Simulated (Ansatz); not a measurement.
# AlH₆OPSi: one species, many methods

How much do the methods differ for AlH₆OPSi? The plan is to run it at one geometry with functionals of several rungs and with coupled cluster. The yardstick is the atomisation energy at the CCSD(T) limit.

Program: Ansatz 0.2.0, Gaussian basis. Level of theory: functionals in def2-TZVPP, the program's frozen cores in correlated methods. These are calculated values, not measurements.

Plan: LDA (SPW92), PBE-D4, revPBE-D4, BLYP-D4, r2SCAN-D4, B97M-V, PBE0-D4, B3LYP-D4, r2SCANh-D4, r2SCAN0-D4, HSE06-D4, BHLYP-D4, CAM-B3LYP-D4, LC-ωPBE, ωB97X-V, ωB97M-V, B2PLYP, PBE-QIDH; CCSD(T)/def2-SVP; CCSD(T)/def2-TZVPP; MP2/def2-QZVPP; extrapolation to the limit; RPA on PBE.

## (1) Structure used throughout

All runs share one geometry, relaxed beforehand with PBE0-D4 in a triple-zeta def2 set.

10 atoms, charge 0, spin multiplicity 1.

Atoms are counted from 1 here; the program's logs count them from 0.

Bond lengths: O1–Al2 1.698 Å, O1–H5 0.956 Å, Al2–Si3 2.436 Å, Al2–H6 1.590 Å, Si3–P4 2.276 Å, Si3–H7 1.490 Å, Si3–H8 1.492 Å, P4–H9 1.422 Å, P4–H10 1.422 Å. Angles: Al2–O1–H5 123.4°, O1–Al2–Si3 115.7°, O1–Al2–H6 119.3°, Si3–Al2–H6 124.8°, Al2–Si3–P4 110.2°, Al2–Si3–H7 114.2°, Al2–Si3–H8 113.0°, P4–Si3–H7 106.0°, P4–Si3–H8 105.3°, H7–Si3–H8 107.5°, Si3–P4–H9 94.8°, Si3–P4–H10 94.8°, H9–P4–H10 93.2°.

## (2) LDA

This LDA is Slater exchange with PW92 correlation.

Input file in.yaml:

```yaml
crystal:
  periodic: [false, false, false]
  atoms:
    - {symbol: O, position_ang: [-2.073745, 0.924719, -1.106212]}
    - {symbol: Al, position_ang: [-0.671245, 1.269803, -0.212529]}
    - {symbol: Si, position_ang: [1.170344, -0.300242, -0.490783]}
    - {symbol: P, position_ang: [1.049424, -1.941711, 1.081500]}
    - {symbol: H, position_ang: [-2.884713, 1.425228, -1.027859]}
    - {symbol: H, position_ang: [-0.682742, 2.481789, 0.817047]}
    - {symbol: H, position_ang: [1.187945, -0.995252, -1.808375]}
    - {symbol: H, position_ang: [2.508715, 0.330186, -0.299232]}
    - {symbol: H, position_ang: [-0.335618, -2.194570, 0.884075]}
    - {symbol: H, position_ang: [0.814834, -1.051149, 2.165369]}
basis:
  gaussian: {orbitals: def2-TZVPP}
hamiltonian: {xc: lda}
output: {orbitals: {seedname: orbitals}}
```

On the command line:

```
$ ansatz run in.yaml --threads 2 --pin off --events-out ev --progress --plain --max-ram 4352MiB
```

After this run come: PBE-D4 (GGA); revPBE-D4 (GGA); BLYP-D4 (GGA); r2SCAN-D4 (meta-GGA); B97M-V (meta-GGA); B3LYP-D4 (hybrid); r2SCANh-D4 (hybrid); r2SCAN0-D4 (hybrid); HSE06-D4 (hybrid); BHLYP-D4 (hybrid); CAM-B3LYP-D4 (range-separated); LC-ωPBE (range-separated); ωB97X-V (range-separated); ωB97M-V (range-separated); B2PLYP (double hybrid); PBE-QIDH (double hybrid); CCSD(T) in def2-SVP; CCSD(T) in def2-TZVPP; MP2 in def2-QZVPP; RPA on PBE orbitals.

Before running them: what should the planned runs give, taken together? Wanted: atomisation energy, CCSD(T)/CBS; farthest beyond LDA; mean size of error, GGA; mean size of error, meta-GGA; mean size of error, hybrid; mean size of error, range-separated; mean size of error, double hybrid; gap, smallest and largest; T1 diagnostic.

**Answer**, as computed:

| quantity | value |
| --- | --- |
| atomisation energy, CCSD(T)/CBS | 2986.9 kJ/mol |
| functionals within 14.9 kJ/mol (0.5 %) | PBE-D4, r2SCAN-D4, B3LYP-D4, CAM-B3LYP-D4, ωB97M-V |
| farthest beyond LDA | BHLYP-D4 (-75.1 kJ/mol) |
| mean size of error, GGA | 35.4 kJ/mol |
| mean size of error, meta-GGA | 19.3 kJ/mol |
| mean size of error, hybrid | 42.9 kJ/mol |
| mean size of error, range-separated | 20.4 kJ/mol |
| mean size of error, double hybrid | 61.0 kJ/mol |
| gap, smallest and largest | 3.56 eV (LDA (SPW92)), 9.86 eV (LC-ωPBE) |
| T1 diagnostic | 0.0144 |
| triples share of the correlation energy | 3.7 % |

In words: LDA overbinds by 358.6 kJ/mol (12 %). PBE-D4 misses by -12.6 kJ/mol. Double hybrids carry the basis error of their MP2 part in triple zeta, and no dispersion term here, so their miss is partly the set-up's. Taken by rung, meta-GGA functionals do best (19.3 kJ/mol on average) and double hybrid ones worst beyond LDA (61.0 kJ/mol). The gap between the best rungs is small, so their order is not settled. The reference freezes the cores and leaves out relativity and excitations past (T), so misses under about 14.9 kJ/mol can't be ranked. Hartree-Fock recovers 72 % of the binding; the rest is correlation. CCSD(T) in def2-SVP is off by -252.3 kJ/mol, worse than the median functional, from the basis alone. Orbital gaps span 3.6 to 9.9 eV; exact exchange widens them.
